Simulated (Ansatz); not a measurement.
# SnN₂H₅+ (SMILES [NH2][SnH+][NH2]): one structure at several levels

A test off equilibrium: a structure displaced at random from a GFN2-xTB minimum is computed at several levels, and each is set against CCSD(T).

Method: single points in def2-TZVPP; program: Ansatz 0.2.0, Gaussian basis.

Cores are frozen in the correlated methods. Filled d shells of the heavier atoms are correlated. Core potentials replace the inner electrons past krypton, and spin-orbit coupling is left out.

### 1 The system as given

8 atoms, charge 1, spin multiplicity 1.

Atoms are counted from 1 here; the program's logs count them from 0.

Bond lengths: N1–Sn2 1.937 Å, N1–H4 1.076 Å, N1–H5 1.073 Å, Sn2–N3 2.017 Å, Sn2–H6 1.626 Å, N3–H7 0.987 Å, N3–H8 0.929 Å. Angles: Sn2–N1–H4 122.0°, Sn2–N1–H5 121.4°, H4–N1–H5 104.8°, N1–Sn2–N3 107.4°, N1–Sn2–H6 128.4°, N3–Sn2–H6 124.0°, Sn2–N3–H7 118.7°, Sn2–N3–H8 118.7°, H7–N3–H8 110.2°.

As a file:

```xyz
8

N    -0.9239    0.6428   -1.1441
Sn    0.1009    0.5923    0.4984
N     0.7833   -1.2919    0.7250
H    -1.4020   -0.2339   -1.5455
H    -1.6025    1.4461   -1.3553
H     0.4705    1.8208    1.4975
H     1.4947   -1.4624    1.3875
H     0.9196   -1.8109   -0.0330
```

### 2 CCSD(T)/def2-TZVPP

run/in.yaml reads:

```yaml
crystal:
  periodic: [false, false, false]
  atoms:
    - {symbol: N, position_ang: [-0.923900, 0.642800, -1.144100]}
    - {symbol: Sn, position_ang: [0.100900, 0.592300, 0.498400]}
    - {symbol: N, position_ang: [0.783300, -1.291900, 0.725000]}
    - {symbol: H, position_ang: [-1.402000, -0.233900, -1.545500]}
    - {symbol: H, position_ang: [-1.602500, 1.446100, -1.355300]}
    - {symbol: H, position_ang: [0.470500, 1.820800, 1.497500]}
    - {symbol: H, position_ang: [1.494700, -1.462400, 1.387500]}
    - {symbol: H, position_ang: [0.919600, -1.810900, -0.033000]}
basis:
  gaussian: {orbitals: def2-TZVPP}
total_charge: 1
correlation: {method: ccsd_t}
output: {forces: true}
```

No record of the launch command was kept for these runs.

### 3 PBE0-D4/def2-TZVPP

Edit run/in.yaml of step 2 so:

```diff
@@ -14,3 +14,3 @@
 total_charge: 1
-correlation: {method: ccsd_t}
-output: {forces: true}
+hamiltonian: {xc: pbe0, dispersion: d4}
+output: {forces: true, orbitals: {seedname: orbitals}}
```

### 4 wB97M-V/def2-TZVPP

Edit run/in.yaml of step 3 so:

```diff
@@ -14,3 +14,3 @@
 total_charge: 1
-hamiltonian: {xc: pbe0, dispersion: d4}
-output: {forces: true, orbitals: {seedname: orbitals}}
+hamiltonian: {xc: {name: wB97M-V}}
+output: {forces: true}
```

### 5 r2SCAN-D4/def2-TZVPP

Edit run/in.yaml of step 4 so:

```diff
@@ -14,3 +14,3 @@
 total_charge: 1
-hamiltonian: {xc: {name: wB97M-V}}
+hamiltonian: {xc: r2scan, dispersion: d4}
 output: {forces: true}
```

### 6 PBE-D4/def2-TZVPP

Edit run/in.yaml of step 5 so:

```diff
@@ -14,3 +14,3 @@
 total_charge: 1
-hamiltonian: {xc: r2scan, dispersion: d4}
+hamiltonian: {xc: pbe, dispersion: d4}
 output: {forces: true}
```

### 7 BHLYP-D4/def2-TZVPP

Edit run/in.yaml of step 6 so:

```diff
@@ -14,3 +14,3 @@
 total_charge: 1
-hamiltonian: {xc: pbe, dispersion: d4}
+hamiltonian: {xc: {name: BHLYP}, dispersion: d4}
 output: {forces: true}
```

### 8 BLYP-D4/def2-TZVPP

Edit run/in.yaml of step 7 so:

```diff
@@ -14,3 +14,3 @@
 total_charge: 1
-hamiltonian: {xc: {name: BHLYP}, dispersion: d4}
+hamiltonian: {xc: {name: BLYP}, dispersion: d4}
 output: {forces: true}
```

(Steps that only read results are left out.)

Q: Predict the outcome of this session. Wanted: energy less free atoms, CCSD(T)/def2-TZVPP; RMS force component; RMS force error; HOMO and LUMO, PBE0-D4; T1 diagnostic.

**Answer**, as computed:

```
                                  quantity                                                                                            value
energy less free atoms, CCSD(T)/def2-TZVPP                                                                                       -16.043 eV
                       RMS force component                                                             1.813 to 1.874 eV/Å over the methods
                           RMS force error  PBE0-D4 0.053, wB97M-V 0.055, r2SCAN-D4 0.053, PBE-D4 0.179, BHLYP-D4 0.217, BLYP-D4 0.256 eV/Å
                    HOMO and LUMO, PBE0-D4                                                                              -12.88 and -7.26 eV
                             T1 diagnostic                                                                                            0.017
```

Against CCSD(T) the functionals' energies less atoms differ by -1.327 to +0.147 eV, PBE-D4 by -1.327 eV. The reference is not at the basis limit: in triple zeta CCSD(T) underbinds, which counts against methods that bind more; the gaps are no ranking. On forces the order runs from r2SCAN-D4 to BLYP-D4. Frozen-core CCSD(T) forces in triple zeta carry basis errors of their own, and this is one geometry, so small gaps rank nothing.
